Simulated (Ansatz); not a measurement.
# TlAuS: the cost of one run

Program: Ansatz 0.2.0. Level of theory: DFT PBE, scalar-relativistic, plane waves, PAW. These are calculated values, not measurements.

1 further run of the same task is left out (it didn't finish).

### 1 The structure to begin with

The structure is trigonal, space group P3m1 (No. 156). The conventional cell has a = 3.422 Å, b = 3.422 Å, c = 17.000 Å, α = 90.00°, β = 90.00°, γ = 120.00°. Tl (site symmetry 3m) is surrounded by 3 S at 2.37 Å and 3 Au at 2.60 Å. S (site symmetry 3m) is surrounded by 3 Tl at 2.37 Å. Au (site symmetry 3m) is surrounded by 3 Tl at 2.60 Å.

Coordinates:

```cif
data_structure
_symmetry_space_group_name_H-M 'P 1'
_symmetry_Int_Tables_number 1
_cell_length_a 3.4223
_cell_length_b 3.4223
_cell_length_c 17.0000
_cell_angle_alpha 90.000
_cell_angle_beta 90.000
_cell_angle_gamma 120.000
_cell_volume 172.43
loop_
_atom_site_label
_atom_site_type_symbol
_atom_site_fract_x
_atom_site_fract_y
_atom_site_fract_z
_atom_site_occupancy
Tl1 Tl 0.00000 0.00000 0.48906 1
S1 S 0.33333 0.66667 0.41189 1
Au1 Au 0.66667 0.33333 0.58811 1
```

Recipe of the guess: Janus sheet modelled on a layer of ZrSe2, with S on the Se sites and Tl on the Zr sites. The dimensions are guesses.

It is a sheet, periodic along a and b, with vacuum along c; volumes and pressures of the box carry no meaning, and space groups named for it are those of the box.

### 2 A first look at the guess

Contents of input.yaml:

```yaml
crystal:
  lattice:
    - [3.42227077, 0.0, 0.0]
    - [-1.71113538, 2.96377365, 0.0]
    - [0.0, 0.0, 17.0]
  atoms:
    - { symbol: Tl, position: [0.0, 0.0, 0.48905882] }
    - { symbol: S, position: [0.33333333, 0.66666667, 0.41189033] }
    - { symbol: Au, position: [0.66666667, 0.33333333, 0.58810967] }
  periodic: [true, true, false]
basis:
  ecutwfc: 420
kpoints:
  mp_grid: { grid: [6, 6, 1] }
hamiltonian:
  xc: pbe
scf:
  occupations: { method: gaussian, width: 0.1 }
  lower_state_search: "off"
output:
  forces: true
  stress: true
  eigenvalues: true
```

Run with:

```console
$ ansatz run input.yaml --threads 1 --pin off --max-ram 2048MiB --backend cpu --events-out ev --progress --plain --runs-dir out
```

What time and memory should one allow on 1 thread of Arm Neoverse N1, shared host?

About 12 s, with a peak of 0.42 GiB.
